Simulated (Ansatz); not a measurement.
# C2H10GaOP: the cost of one run

The runs use Ansatz 0.2.0, Gaussian basis; one geometry, several basis sets.

Plan: PBE0-D4/def2-SVP; ωB97M-V/def2-SVP; PBE0-D4/def2-QZVPP; ωB97M-V/def2-QZVPP; the functionals' def2-TZVPP values are taken from earlier runs.

1 further run of the same task is left out (it didn't finish).

**1. The relaxed structure**

An earlier PBE0-D4 in a triple-zeta def2 set relaxation fixed the geometry.

SMILES `[CH3][Ga-]([CH3])([OH])[PH3+]`, 15 atoms, charge 0, spin multiplicity 1.

Atoms are counted from 1 here; the program's logs count them from 0.

Bond lengths: C1–Ga2 1.969 Å, C1–H6 1.092 Å, C1–H7 1.093 Å, C1–H8 1.092 Å, Ga2–C3 1.976 Å, Ga2–O4 1.835 Å, Ga2–P5 2.668 Å, C3–H9 1.092 Å, C3–H10 1.093 Å, C3–H11 1.092 Å, O4–H12 0.959 Å, P5–H13 1.416 Å, P5–H14 1.411 Å, P5–H15 1.409 Å. Angles: Ga2–C1–H6 111.8°, Ga2–C1–H7 110.1°, Ga2–C1–H8 110.6°, H6–C1–H7 107.6°, H6–C1–H8 108.8°, H7–C1–H8 107.8°, C1–Ga2–C3 127.5°, C1–Ga2–O4 112.4°, C1–Ga2–P5 100.4°, C3–Ga2–O4 116.5°, C3–Ga2–P5 103.5°, O4–Ga2–P5 82.8°, Ga2–C3–H9 111.7°, Ga2–C3–H10 110.1°, Ga2–C3–H11 111.3°, H9–C3–H10 107.8°, H9–C3–H11 108.3°, H10–C3–H11 107.5° and more.

**2. PBE0-D4 in def2-SVP**

Input file in.yaml:

```yaml
crystal:
  periodic: [false, false, false]
  atoms:
    - {symbol: C, position_ang: [-1.846916, -0.037372, 1.100286]}
    - {symbol: Ga, position_ang: [-0.160993, -0.573517, 0.236430]}
    - {symbol: C, position_ang: [1.591286, -0.870868, 1.100996]}
    - {symbol: O, position_ang: [-0.436643, -1.418998, -1.368584]}
    - {symbol: P, position_ang: [0.270060, 1.540137, -1.333743]}
    - {symbol: H, position_ang: [-1.725373, 0.864764, 1.704042]}
    - {symbol: H, position_ang: [-2.200279, -0.832895, 1.761653]}
    - {symbol: H, position_ang: [-2.620873, 0.142235, 0.351689]}
    - {symbol: H, position_ang: [2.395918, -0.953617, 0.366931]}
    - {symbol: H, position_ang: [1.572099, -1.797712, 1.680890]}
    - {symbol: H, position_ang: [1.837158, -0.058227, 1.788400]}
    - {symbol: H, position_ang: [0.321109, -1.926846, -1.663082]}
    - {symbol: H, position_ang: [0.537640, 2.921753, -1.172624]}
    - {symbol: H, position_ang: [1.261836, 1.282509, -2.303386]}
    - {symbol: H, position_ang: [-0.818029, 1.667854, -2.220497]}
basis:
  gaussian: {orbitals: def2-SVP}
hamiltonian: {xc: pbe0, dispersion: d4}
output: {orbitals: {seedname: orbitals}}
```

Started as:

```
ansatz run in.yaml --threads 2 --pin off --events-out ev --progress --plain --max-ram 32768MiB --backend cpu
```

**Question.** How long does this run take on 2 threads of AMD EPYC 7R13, shared host, and how much memory does it need?

About 31 s, with a peak of 0.42 GiB.
